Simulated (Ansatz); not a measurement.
# ClH5InNSi: the cost of one run

Method: PBE0-D4/def2-SVP; program: Ansatz 0.2.0, Gaussian basis.

2 further runs of the same task are left out: 2 that didn't finish.

**1. Where the work starts**

The start, a first-order saddle point found at PBE0-D4 in triple zeta: 9 atoms, charge 0, spin multiplicity 1.

Atoms are counted from 1 here; the program's logs count them from 0.

Bond lengths: In1–N3 2.142 Å, Si2–N3 1.709 Å, Si2–H6 1.500 Å, Si2–H7 1.493 Å, Si2–H8 1.495 Å, N3–H9 1.015 Å, H4–Cl5 1.290 Å. Angles: N3–Si2–H6 107.5°, N3–Si2–H7 112.9°, N3–Si2–H8 116.3°, H6–Si2–H7 107.3°, H6–Si2–H8 105.6°, H7–Si2–H8 106.7°, In1–N3–Si2 134.9°, In1–N3–H9 110.4°, Si2–N3–H9 112.6°.

As a file:

```mol
ClH5InNSi
  3D, bonds by distance, orders not assigned

  9  7  0  0  0  0  0  0  0  0999 V2000
   -1.4592   -1.4419   -1.6176 In  0  0
    0.7228   -0.1623    0.8880 Si  0  0
    0.3346   -0.7625   -0.6643 N   0  0
   -1.0503    1.4729   -0.5029 H   0  0
   -2.1412    1.7716   -1.1235 Cl  0  0
   -0.3685    0.7835    1.2928 H   0  0
    2.0037    0.6038    0.9115 H   0  0
    0.8076   -1.1724    1.9867 H   0  0
    1.1505   -1.0925   -1.1707 H   0  0
  1  3  8  0
  2  3  8  0
  2  6  8  0
  2  7  8  0
  2  8  8  0
  3  9  8  0
  4  5  8  0
M  END
```

**2. The run**

md/in.yaml

```yaml
crystal:
  periodic: [false, false, false]
  atoms:
    - {symbol: In, position_ang: [-1.459211, -1.441936, -1.617605]}
    - {symbol: Si, position_ang: [0.722838, -0.162257, 0.887993]}
    - {symbol: N, position_ang: [0.334610, -0.762473, -0.664328]}
    - {symbol: H, position_ang: [-1.050275, 1.472853, -0.502902]}
    - {symbol: Cl, position_ang: [-2.141208, 1.771555, -1.123464]}
    - {symbol: H, position_ang: [-0.368514, 0.783484, 1.292756]}
    - {symbol: H, position_ang: [2.003712, 0.603810, 0.911497]}
    - {symbol: H, position_ang: [0.807597, -1.172388, 1.986703]}
    - {symbol: H, position_ang: [1.150452, -1.092549, -1.170651]}
basis:
  gaussian: {orbitals: def2-SVP}
hamiltonian: {xc: pbe0, dispersion: d4}
md: {n_steps: 40, timestep: 0.25, temperature: 100, ensemble: nve, seed: 5, initial_velocities: maxwell_boltzmann}
```

Run with:

```sh
$ ansatz run in.yaml --threads 4 --pin off --events-out ev --progress --plain --max-ram 9574MiB
```

**Question.** How long does this run take on 4 threads of Arm Neoverse N1, shared host?

About 1.8 min.
